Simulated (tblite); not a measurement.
# CH14Ge2SSi2: the cost of one run

Computed with tblite 0.8.0 and PySCF 2.14.0; each step states its level. No surroundings beyond the atoms listed, unless a continuum is named. Atoms count from 0, parts from 1.

### Step 1. The system as given

20 atoms, charge 0, multiplicity 1; geometry: rigid parts in contact. Parts: 1 = atoms 0–14, `[SiH3][Si](S)([GeH3])[GeH3]`, charge 0; 2 = atoms 15–19, `C`, charge 0.

### Step 2. Bringing the parts together with GFN2-xTB

The job: settings as JSON, then the geometry in Å.

```
{"job": {"kind": "dock", "xc": "GFN2-xTB", "basis": "xTB"}, "charge": 0, "multiplicity": 1, "parts": [{"atoms": "0-14", "charge": 0, "multiplicity": 1}, {"atoms": "15-19", "charge": 0, "multiplicity": 1}]}
Si    -0.129243     0.124337    -0.305732
Si    -2.042012    -1.030880     0.428902
Ge     0.830858     1.494332     1.375147
Ge     1.534465    -1.250745    -1.259386
S     -0.640299     1.484113    -1.937047
H     -1.620067    -2.292237     1.041258
H     -2.753059    -0.239823     1.438602
H     -2.974174    -1.323489    -0.660203
H     -0.161258     2.452405     1.973866
H      1.974811     2.381640     0.982672
H      1.343573     0.728220     2.557757
H      2.926914    -0.694949    -1.293727
H      1.271896    -1.693813    -2.664461
H      1.679988    -2.532538    -0.491931
H     -1.242395     2.393427    -1.185718
C     -1.992820    -3.559280    -1.929467
H     -2.835609    -3.175785    -2.489627
H     -1.114125    -2.966861    -2.149063
H     -1.813214    -4.589677    -2.207633
H     -2.209938    -3.504440    -0.870762
```

Method: GFN2-xTB search for minima from random contacts, gas phase.

Launch:

```sh
> OMP_NUM_THREADS=1 python cluster_run.py task.json out
```

This one command runs all jobs of the session in turn.

Q: Estimate the wall time of this first job on 1 thread of Arm Neoverse N1, shared host.

About 12 s.
